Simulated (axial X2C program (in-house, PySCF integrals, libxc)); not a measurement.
# Linear AsCN⁻ at several levels

An exercise on one series of results from a longer session: the logs are not shown, and one member is left open.

Program: an in-house X2C program for linear molecules on PySCF integrals. Level of theory: all-electron X2C, two-component (2c) or spin-free, As dyall-v3z, C dyall-v3z, N dyall-av3z. These are calculated values, not measurements.

All values are calculated.

2 further runs of the same task are left out: 2 set aside as unsound or not needed.

The first run:

The input, task.json:

```json
{
 "zs": [
  33,
  6,
  7
 ],
 "q": -1,
 "bas": [
  "dyall-v3z",
  "dyall-v3z",
  "dyall-av3z"
 ],
 "r0": [
  1.91,
  1.16
 ],
 "symm": 0,
 "scan": [
  "PBE0",
  "HF",
  "LDA"
 ],
 "levels": [
  "PBE0",
  "HF",
  "BHandHLYP"
 ],
 "nst": 2
}
```

Keys: zs atomic numbers; q charge; bas basis sets; r0 starting distance in Å; symm equal bonds; scan levels of the two-bond scan; levels methods; nst determinants followed.

Started as:

```bash
$ python solin.py task.json out
```

Masses As 74.922, C 12.000, N 14.003 u.

Among the steps run: Scan at PBE0, 2c; Scan at HF, 2c; Scan at LDA, 2c.

One of the session's tables, all rows but one given; the rest of the session is left out.

| level | r(As–C) (Å) | r(C–N) (Å) | lower stretch (cm⁻¹) | upper stretch (cm⁻¹) |
| --- | --- | --- | --- | --- |
| PBE0, 2c | 1.871 | 1.171 | 484.8 | 2098.0 |
| HF, 2c | 1.923 | 1.142 | 424.9 | 2230.1 |
| LDA, 2c | 1.844 | 1.181 | 504.4 | 2018.4 |
| PBE0, spin-free | 1.870 | 1.171 | 486.8 | 2095.5 |
| HF, spin-free | ? | ? | ? | ? |
| LDA, spin-free | 1.842 | 1.181 | 506.3 | 2015.1 |

Q: Estimate the row for HF, spin-free from the others.

The run gave: r(As–C) (Å): 1.921; r(C–N) (Å): 1.143; lower stretch (cm⁻¹): 427.8; upper stretch (cm⁻¹): 2228.1. In the column «r(As–C) (Å)» it lies between PBE0, 2c (1.871) and HF, 2c (1.923).

Scans not shown above were run alike.

For an anion the highest level of a functional can be positive, and the basis then holds the extra electron. The molecule was held linear; bending was not examined, so a bent shape may lie lower. Note: functional without a current term on a determinant with orbital currents, of the molecule or an atom.
